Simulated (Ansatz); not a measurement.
**Niobium pentachloride (NbCl5): a ladder of functionals and wavefunction methods**

The task here is to estimate one member of a computed series from the others.

Program: Ansatz 0.2.0, Gaussian basis. Level of theory: functionals in def2-TZVPP, the program's frozen cores in correlated methods. These are calculated values, not measurements.

The runs, in order: LDA (SPW92), PBE-D4, revPBE-D4, BLYP-D4, r2SCAN-D4, B97M-V, PBE0-D4, B3LYP-D4, r2SCANh-D4, r2SCAN0-D4, HSE06-D4, BHLYP-D4, CAM-B3LYP-D4, LC-ωPBE, ωB97X-V, ωB97M-V, B2PLYP, PBE-QIDH; CCSD(T)/def2-SVP; CCSD(T)/def2-TZVPP; MP2/def2-QZVPP; extrapolation to the limit; RPA on PBE.

2 further runs of the same task are left out: 2 that didn't finish.

## Structure used throughout

An earlier PBE0-D4 in a triple-zeta def2 set relaxation fixed the geometry. Nb takes the def2 core potential; no spin-orbit term is included.

SMILES `[Cl][Nb]([Cl])([Cl])([Cl])[Cl]`, 6 atoms, charge 0, spin multiplicity 1.

Atoms are counted from 1 here; the program's logs count them from 0.

Bond lengths: Cl1–Nb2 2.261 Å, Nb2–Cl3 2.313 Å, Nb2–Cl4 2.261 Å, Nb2–Cl5 2.313 Å, Nb2–Cl6 2.261 Å. Angles: Cl1–Nb2–Cl3 90.0°, Cl1–Nb2–Cl4 120.0°, Cl1–Nb2–Cl5 90.0°, Cl1–Nb2–Cl6 120.0°, Cl3–Nb2–Cl4 90.0°, Cl3–Nb2–Cl5 180.0°, Cl3–Nb2–Cl6 90.0°, Cl4–Nb2–Cl5 90.0°, Cl4–Nb2–Cl6 120.0°, Cl5–Nb2–Cl6 90.0°.

Set-up of the first run:

Contents of in.yaml:

```yaml
crystal:
  periodic: [false, false, false]
  atoms:
    - {symbol: Cl, position_ang: [-1.102366, -0.012065, -1.978226]}
    - {symbol: Nb, position_ang: [0.007044, -0.010660, -0.007665]}
    - {symbol: Cl, position_ang: [-1.918388, -0.694352, 1.076616]}
    - {symbol: Cl, position_ang: [1.066760, -1.880656, 0.695024]}
    - {symbol: Cl, position_ang: [1.932280, 0.672847, -1.092398]}
    - {symbol: Cl, position_ang: [0.056870, 1.860885, 1.260550]}
basis:
  gaussian: {orbitals: def2-TZVPP}
hamiltonian: {xc: lda}
output: {orbitals: {seedname: orbitals}}
```

Run with:

```console
$ ansatz run in.yaml --threads 2 --pin off --events-out ev --progress --plain --max-ram 22528MiB --backend cpu
```

Among the steps run: LDA; PBE-D4 (GGA); revPBE-D4 (GGA); BLYP-D4 (GGA); r2SCAN-D4 (meta-GGA); B97M-V (meta-GGA); PBE0-D4 (hybrid); B3LYP-D4 (hybrid); r2SCANh-D4 (hybrid); r2SCAN0-D4 (hybrid); HSE06-D4 (hybrid); BHLYP-D4 (hybrid); CAM-B3LYP-D4 (range-separated); LC-ωPBE (range-separated); ωB97X-V (range-separated); ωB97M-V (range-separated); B2PLYP (double hybrid); PBE-QIDH (double hybrid).

One of the session's tables, all rows but one given; the rest of the session is left out.

It belongs to the step «Frontier levels by functional». 

| functional | HOMO (eV) | LUMO (eV) | gap (eV) |
| --- | --- | --- | --- |
| LDA (SPW92) | -7.96 | -5.05 | 2.91 |
| PBE-D4 | -7.81 | -4.86 | 2.95 |
| revPBE-D4 | -7.75 | -4.79 | 2.96 |
| BLYP-D4 | -7.62 | -4.71 | 2.91 |
| r2SCAN-D4 | -8.18 | -4.91 | 3.27 |
| B97M-V | -8.26 | -4.87 | 3.39 |
| PBE0-D4 | -9.17 | -4.28 | 4.89 |
| B3LYP-D4 | ? | ? | ? |
| r2SCANh-D4 | -8.67 | -4.67 | 4.00 |
| r2SCAN0-D4 | -9.41 | -4.29 | 5.12 |
| HSE06-D4 | -8.77 | -4.65 | 4.12 |
| BHLYP-D4 | -10.37 | -3.47 | 6.90 |
| CAM-B3LYP-D4 | -10.49 | -3.29 | 7.20 |
| LC-ωPBE | -11.92 | -2.34 | 9.58 |
| ωB97X-V | -11.54 | -2.35 | 9.19 |
| ωB97M-V | -11.36 | -2.32 | 9.04 |

Q: Estimate the row for B3LYP-D4 from the others.

Worked estimate for «HOMO (eV)». Against the share of exact exchange, BLYP-D4 (0, -7.62), BHLYP-D4 (0.5, -10.37) give a slope of -5.50 per unit share; at 0.2 the line stands at -8.72.

**Answer.** HOMO (eV): -8.88; LUMO (eV): -4.43; gap (eV): 4.46. In «HOMO (eV)» the line misses by +0.16.
